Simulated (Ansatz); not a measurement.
# Ga2SeS2: the cost of one run

Method: DFT PBE, scalar-relativistic, plane waves, PAW, in Ansatz 0.2.0.

## Step 1: Starting point

Symmetry: I4/mmm, No. 139, tetragonal system. Conventional cell: a = 4.609 Å, b = 4.609 Å, c = 10.561 Å, α = 90.00°, β = 90.00°, γ = 90.00°. Around Ga (site symmetry 4mm) lie 4 S at 2.62 Å and 1 Ga at 2.81 Å and 5 Se at 3.55 to 3.88 Å. Se (site symmetry 4/mmm) has 8 S at 3.50 Å and 10 Ga at 3.55 to 3.88 Å in its first shell of neighbours. Around S (site symmetry -4m2) lie 4 Ga at 2.62 Å.

Coordinates:

```
Ga Se S
1.0
    -2.30466    2.30466    5.28050
     2.30466   -2.30466    5.28050
     2.30466    2.30466   -5.28050
Ga Se S
2 1 2
Direct
  0.63281 0.63281 0.00000
  0.36719 0.36719 0.00000
  0.00000 0.00000 0.00000
  0.25000 0.75000 0.50000
  0.75000 0.25000 0.50000
```

The cell is invented: species swapped into a database cell of TbSi2Ru2 (I4/mmm, No. 139), with Se on the Tb sites, Ga on the Si sites and S on the Ru sites. Lengths come from tabulated atomic sizes and are only a guess.

## Step 2: A first look at the guess

Input file input.yaml:

```yaml
crystal:
  lattice:
    - [-2.30466185, 2.30466185, 5.28050095]
    - [2.30466185, -2.30466185, 5.28050095]
    - [2.30466185, 2.30466185, -5.28050095]
  atoms:
    - { symbol: Ga, position: [0.63280565, 0.63280565, 0.0] }
    - { symbol: Ga, position: [0.36719435, 0.36719435, 0.0] }
    - { symbol: Se, position: [0.0, 0.0, 0.0] }
    - { symbol: S, position: [0.25, 0.75, 0.5] }
    - { symbol: S, position: [0.75, 0.25, 0.5] }
basis:
  ecutwfc: 420
kpoints:
  mp_grid: { grid: [6, 6, 6] }
hamiltonian:
  xc: pbe
scf:
  occupations: { method: gaussian, width: 0.1 }
  lower_state_search: "off"
output:
  forces: true
  stress: true
  eigenvalues: true
```

Command:

```
$ ansatz run input.yaml --threads 1 --pin off --max-ram 2560MiB --backend cpu --events-out ev --progress --plain --runs-dir out
```

What time and memory should one allow on 1 thread of Intel Xeon at 2.50GHz (Skylake/Cascade Lake), shared host?

About 14 s, with a peak of 0.48 GiB.
